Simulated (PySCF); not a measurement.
# F5Fe ([FeF5]2-): the cost of one run

Programs: PySCF 2.14.0, with routines of our own; each step states its level. All values are computed. Atoms count from 0.

### Step 1. The system as given

6 atoms, charge -2, states of the metal's open shell are computed; geometry from: model start, shaken.

### Step 2. Geometry optimisation at PBE0-D3(BJ)/def2-TZVP

The job: settings as JSON, then the geometry in Å.

```
{"job": {"xc": "PBE0", "basis": "def2-TZVP", "d3": "d3bj", "grid": 1, "maxiter": 45, "solvent": "water", "kind": "geom"}, "charge": -2, "metal": "Fe", "open_shell": "d5"}
Fe     0.000020     0.004480    -0.004110
F     -0.013360    -0.006820     1.870130
F      0.000900     0.020100    -1.892380
F      1.875690     0.007350     0.005350
F     -0.940920     1.618500    -0.000440
F     -0.932070    -1.652620    -0.006860
```

Run with:

```bash
OMP_NUM_THREADS=1 python lf_run.py task.json out
```

This one command runs all jobs of the session in turn.

Q: Estimate the wall time and peak memory of this first job on 1 thread of Intel Xeon Platinum 8559C, shared host.

About 95 s, with a peak of 1.3 GiB.
